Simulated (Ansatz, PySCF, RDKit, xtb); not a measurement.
**Solving SnNH2F, step by step**

Given the formula SnNH2F and nothing else, which arrangement of the atoms is the most stable in the gas at 298.15 K, and what are its properties?

The funnel: GFN2-xTB relaxations, single points with a density functional, relaxations at BLYP-D3(BJ)/def2-SVP, harmonic vibrations, and a last energy at a higher level. All values are calculated.

6 further runs of the same task are left out: 6 set aside as unsound or not needed.

**1. Candidates**

A program enumerates the bonding patterns with one Lewis structure each (two rings at most, one unusual centre or charged pair), with their diastereomers. O–O, O–halogen and N–halogen bonds and N–N–N chains are not drawn. That gives 3 candidates.

| label | SMILES | spin |
| --- | --- | --- |
| c046 | [NH2][Sn][F] | singlet |
| c227 | [NH]=[SnH][F] | singlet |
| c920 | [NH2][Sn][F] | triplet |

Candidates are built by distance geometry, with a force field where one applies, in up to four conformers (letters a to d). 4 starts with atoms placed at random are added, to find patterns that the rules miss.

Q: Predict the outcome of this search (final energies at CCSD(T)/def2-TZVPP).

| quantity | value |
| --- | --- |
| lowest structure found | [NH2][Sn][F], singlet, Cs |
| next finalist | [NH]=[SnH][F], singlet, 61.7 kcal/mol higher in G |
| share at equilibrium, among the finalists | 100.0 % |
| harmonic wavenumbers, lowest and highest (BLYP-D3(BJ)/def2-SVP) | 163 and 3531 cm⁻¹ |
| rotational constants, same geometry | 0.2978, 0.2167, 0.1254 cm⁻¹ |
| dipole moment (PBE0/def2-TZVPD) | 3.13 D |
| HOMO energy (PBE0/def2-TZVPD) | -7.47 eV |
| LUMO energy (PBE0/def2-TZVPD) | -2.12 eV |
| HOMO–LUMO gap (PBE0/def2-TZVPD) | 5.35 eV |
| lowest excitation (TD-B3LYP/def2-SVPD) | 4.56 eV (f = 0.063) |
| strongest of the states computed, same level | 6.36 eV (f = 0.152) |
| lowest triplet excitation, same level, Tamm-Dancoff | 3.24 eV |
| vertical ionisation energy | 9.50 eV |
| vertical electron affinity | 0.36 eV |
| vertical triplet less singlet | +3.45 eV |

`[NH2][Sn][F]` comes out lowest. The margin of 61.7 kcal/mol over the next finalist is beyond the usual error of the last level; it says nothing of structures that weren't ranked. HF/STO-3G, r2SCAN-D4/def2-SVP, BLYP-D3(BJ)/def2-SVP, HF/def2-TZVPP and MP2/def2-TZVPP already put its bonding pattern lowest among the structures in one piece. A large T1 diagnostic among the finalists warns that one reference determinant may not suffice. It concerns: the finalist [NH]=[SnH][F] (singlet). Spin-orbit coupling, which matters for elements this heavy, is left out. Lowest found is not proven lowest: the search is finite, and each finalist counts with one conformer. The lowest isomer need not be the one that is made and kept in a bottle, which depends on barriers.
